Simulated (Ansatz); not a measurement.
# Al2FH3OS: the cost of one run

Program: Ansatz 0.2.0, Gaussian basis. Level of theory: the settings change from run to run. These are calculated values, not measurements.

### 1 The relaxed structure

An earlier PBE0-D4 in a triple-zeta def2 set relaxation fixed the geometry.

8 atoms, charge 0, spin multiplicity 1.

Atoms are counted from 1 here; the program's logs count them from 0.

Bond lengths: O1–Al2 1.694 Å, O1–H6 0.956 Å, Al2–S3 2.192 Å, Al2–Al4 2.572 Å, S3–H7 1.345 Å, Al4–F5 1.659 Å, Al4–H8 1.585 Å. Angles: Al2–O1–H6 125.7°, O1–Al2–S3 118.8°, O1–Al2–Al4 119.7°, S3–Al2–Al4 121.6°, Al2–S3–H7 92.2°, Al2–Al4–F5 112.8°, Al2–Al4–H8 131.6°, F5–Al4–H8 115.5°.

### 2 wB97X/def2-TZVP

Options: coordinates scaled by 0.92, high accuracy, the search for lower states set to full.

Input file in.yaml:

```yaml
crystal:
  periodic: [false, false, false]
  atoms:
    - {symbol: O, position_ang: [-1.924027, -0.837257, -0.074953]}
    - {symbol: Al, position_ang: [-0.653409, 0.046088, 0.112654]}
    - {symbol: S, position_ang: [-0.858262, 1.882206, 0.920856]}
    - {symbol: Al, position_ang: [1.459577, -0.786319, -0.551262]}
    - {symbol: F, position_ang: [2.595140, 0.195854, -0.278713]}
    - {symbol: H, position_ang: [-2.744757, -0.608682, 0.143584]}
    - {symbol: H, position_ang: [0.356079, 2.104765, 0.840533]}
    - {symbol: H, position_ang: [1.854483, -2.049098, -1.164036]}
basis:
  gaussian: {orbitals: def2-TZVP}
hamiltonian: {xc: {name: wB97X}}
accuracy: high
scf: {lower_state_search: full}
output: {forces: true}
```

Command:

```sh
$ ansatz run in.yaml --threads 2 --pin off --events-out ev --progress --plain --max-ram 4352MiB
```

**Question.** How long does this run take on 2 threads of Arm Neoverse V2, shared host, and how much memory does it need?

About 57 s, with a peak of 1.4 GiB.
